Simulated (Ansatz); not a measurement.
# Molecular dynamics of Ba$_{2}$LiSi$_{3}$

Input:

```yaml
crystal:
  lattice:
    - [0.0, 7.67615, 9.911944]
    - [4.414816, 0.0, 9.911944]
    - [4.414816, 7.67615, 0.0]
  atoms:
    - { symbol: Ba, position: [0.8757265, 0.8757265, 0.1242735] }
    - { symbol: Ba, position: [0.1242735, 0.1242735, 0.8757265] }
    - { symbol: Ba, position: [0.3742735, 0.3742735, 0.1257265] }
    - { symbol: Ba, position: [0.1257265, 0.1257265, 0.3742735] }
    - { symbol: Ba, position: [0.6254836, 0.6254836, 0.3745164] }
    - { symbol: Ba, position: [0.3745164, 0.3745164, 0.6254836] }
    - { symbol: Ba, position: [0.6245164, 0.6245164, 0.8754836] }
    - { symbol: Ba, position: [0.8754836, 0.8754836, 0.6245164] }
    - { symbol: Li, position: [0.1676983, 0.8323017, 0.1676983] }
    - { symbol: Li, position: [0.8323016, 0.1676984, 0.8323017] }
    - { symbol: Li, position: [0.0823016, 0.4176984, 0.0823016] }
    - { symbol: Li, position: [0.4176983, 0.0823017, 0.4176984] }
    - { symbol: Si, position: [0.6540866, 0.3386327, 0.1888533] }
    - { symbol: Si, position: [0.8184274, 0.1888533, 0.3386327] }
    - { symbol: Si, position: [0.1888533, 0.8184274, 0.6540866] }
    - { symbol: Si, position: [0.3386327, 0.6540866, 0.8184274] }
    - { symbol: Si, position: [0.5925677, 0.9074323, 0.5925677] }
    - { symbol: Si, position: [0.9074323, 0.5925677, 0.9074323] }
    - { symbol: Si, position: [0.6574323, 0.3425677, 0.6574323] }
    - { symbol: Si, position: [0.3425677, 0.6574323, 0.3425677] }
    - { symbol: Si, position: [0.9113673, 0.5959134, 0.4315726] }
    - { symbol: Si, position: [0.0611467, 0.4315726, 0.5959134] }
    - { symbol: Si, position: [0.4315726, 0.0611467, 0.9113673] }
    - { symbol: Si, position: [0.5959134, 0.9113673, 0.0611467] }
basis:
  ecutwfc: 420.0
kpoints:
  mp_grid: { grid: [1, 1, 1] }
hamiltonian:
  xc: pbesol
scf:
  occupations: { method: fermi_dirac, width: 0.002 }
  lower_state_search: "off"
  max_iter: 69
md:
  timestep: 1
  n_steps: 190
  ensemble: npt_langevin
  temperature: 1500.0
  initial_velocities: maxwell_boltzmann
  seed: 231670
  friction: 0.05
  pressure: 0.0
  fix_cell: []
```

Run as:

```bash
$ ansatz run input.yaml --threads 1 --pin off --max-ram 3072MiB --backend cpu --events-out ev --progress --plain --runs-dir out
```

It starts from an unrelaxed structure (largest force component 0.67 eV/Å).

Output, in part (step lines):

```
md step     0: t =     0.00 fs  T =  1437.5 K  F+E_penalty+E_count = -55177.63294125 eV  E_kin = 4.459470 eV  conserved = -55174.01495025 eV  P_inst = -2.8389 GPa  V = 671.8076 Å³  selection 1  (11 SCF iters)
md step     1: t =     1.00 fs  T =  1380.2 K  F+E_penalty+E_count = -55177.63831138 eV  E_kin = 4.281689 eV  conserved = -55174.01493124 eV  P_inst = -2.8741 GPa  V = 671.6853 Å³  selection 1  (9 SCF iters)
md step     2: t =     2.00 fs  T =  1221.6 K  F+E_penalty+E_count = -55177.64077200 eV  E_kin = 3.789596 eV  conserved = -55174.01485553 eV  P_inst = -2.9445 GPa  V = 671.3808 Å³  selection 1  (9 SCF iters)
md step     3: t =     3.00 fs  T =  1254.1 K  F+E_penalty+E_count = -55177.63628509 eV  E_kin = 3.890550 eV  conserved = -55174.01493083 eV  P_inst = -2.9087 GPa  V = 671.0251 Å³  selection 1  (9 SCF iters)
md step     4: t =     4.00 fs  T =  1329.9 K  F+E_penalty+E_count = -55177.62637986 eV  E_kin = 4.125706 eV  conserved = -55174.01495380 eV  P_inst = -2.8355 GPa  V = 670.4948 Å³  selection 1  (9 SCF iters)
md step     5: t =     5.00 fs  T =  1277.8 K  F+E_penalty+E_count = -55177.60884957 eV  E_kin = 3.963944 eV  conserved = -55174.01490254 eV  P_inst = -2.8139 GPa  V = 669.7154 Å³  selection 1  (7 SCF iters)
md step     6: t =     6.00 fs  T =  1226.4 K  F+E_penalty+E_count = -55177.58037601 eV  E_kin = 3.804571 eV  conserved = -55174.01468415 eV  P_inst = -2.7992 GPa  V = 668.9204 Å³  selection 1  (7 SCF iters)
md step     7: t =     7.00 fs  T =  1103.3 K  F+E_penalty+E_count = -55177.54975195 eV  E_kin = 3.422549 eV  conserved = -55174.01446505 eV  P_inst = -2.8292 GPa  V = 668.1271 Å³  selection 1  (7 SCF iters)
[... lines left out ...]
```

The steps, from the saved trajectory:

| time (fs) | T (K) | potential energy less start (eV) | conserved less start (meV/atom) | P (GPa) | volume (Å³) |
| --- | --- | --- | --- | --- | --- |
| 0.0 | 1438 | 0.000 | 0.00 | -2.8 | 671.8 |
| 6.0 | 1226 | 0.053 | 0.01 | -2.8 | 668.9 |
| 12.0 | 1350 | 0.289 | 0.01 | -2.5 | 664.4 |
| 18.0 | 1366 | 0.517 | 0.01 | -2.2 | 661.2 |
| 24.0 | 1370 | 0.769 | -0.01 | -1.6 | 656.7 |
| 30.0 | 1435 | 1.198 | -0.03 | -0.8 | 648.4 |
| 36.0 | 1521 | 1.890 | -0.06 | 0.4 | 637.3 |
| 42.0 | 1327 | 2.501 | 0.02 | 1.3 | 627.5 |
| 48.0 | 1322 | 2.753 | 0.02 | 1.7 | 622.9 |
| 54.0 | 1565 | 2.632 | -0.04 | 1.6 | 624.5 |
| 60.0 | 1917 | 2.437 | -0.03 | 1.1 | 628.7 |
| 66.0 | 2127 | 2.481 | -0.02 | 1.1 | 629.3 |
| 72.0 | 1564 | 2.639 | -0.01 | 1.1 | 627.4 |
| 78.0 | 1645 | 2.782 | 0.00 | 1.3 | 630.6 |
| 84.0 | 1776 | 3.070 | -0.03 | 1.5 | 633.6 |
| 90.0 | 2096 | 3.493 | -0.05 | 1.8 | 637.8 |
| 96.0 | 1689 | 3.699 | -0.01 | 1.6 | 640.6 |
| 102.0 | 1463 | 3.563 | -0.10 | 1.3 | 644.4 |
| 108.0 | 1057 | 3.966 | 0.02 | 1.3 | 643.1 |
| 114.0 | 1208 | 4.028 | 0.02 | 1.4 | 641.8 |
| 120.0 | 1455 | 3.994 | -0.02 | 1.7 | 639.9 |
| 126.0 | 1648 | 4.032 | -0.01 | 1.9 | 638.5 |
| 132.0 | 1574 | 3.865 | 0.00 | 1.8 | 638.2 |
| 138.0 | 1507 | 3.683 | 0.01 | 1.7 | 637.5 |
| 144.0 | 2024 | 3.370 | -0.01 | 1.7 | 640.9 |
| 150.0 | 2013 | 3.213 | -0.03 | 1.5 | 645.7 |
| 156.0 | 1635 | 3.500 | 0.01 | 1.5 | 649.0 |
| 162.0 | 1414 | 3.772 | 0.01 | 1.5 | 651.1 |
| 168.0 | 1379 | 3.919 | 0.03 | 1.3 | 652.1 |
| 174.0 | 2168 | 3.649 | -0.02 | 1.2 | 653.7 |
| 180.0 | 2107 | 3.293 | -0.04 | 0.8 | 653.4 |
| 186.0 | 1725 | 3.227 | 0.01 | 0.5 | 654.3 |

The run went to its last step. The conserved energy stayed within 0.11 meV per atom of its start (net change 0.015 meV per atom), so the integration is sound. A run of 0.19 ps of so small a system gives no equilibrium averages. The smearing is very narrow for this mesh. Limits of this set-up: coarse k mesh. The cell's volume went from 672 to 656 Å³.

Mean squared displacements from the first frame to the last, about the centre of mass, the cell's change included: Ba 0.08 Å², Li 0.45 Å², Si 0.19 Å².

Last frame:

```xyz
24
Lattice="0.0670 7.7211 9.7998 4.4252 0.1596 9.7061 4.5204 7.6549 0.0812" Properties=species:S:1:pos:R:3
Ba 4.698 7.891 17.166
Ba 4.534 7.572 1.944
Ba 2.431 3.837 7.024
Ba 2.024 3.871 2.669
Ba 4.298 7.552 12.256
Ba 4.540 7.575 7.106
Ba 6.913 11.517 11.984
Ba 6.875 11.437 17.200
Li 4.544 2.037 9.978
Li 4.342 12.524 9.515
Li 2.385 1.244 5.112
Li 3.118 6.910 4.192
Si 2.024 6.497 9.491
Si 2.649 8.852 9.674
Si 6.155 6.553 9.914
Si 6.684 9.021 10.016
Si 6.614 9.319 15.010
Si 6.970 13.682 14.907
Si 4.606 10.055 9.124
Si 4.523 5.333 9.540
Si 4.670 10.387 14.663
Si 4.919 4.932 4.452
Si 4.460 9.727 4.334
Si 4.463 4.630 14.263
```

Time of the run: 13 min on 1 thread of Intel(R) Xeon(R) 6975P-C (Granite Rapids) (shared host), peak memory 0.88 GiB.
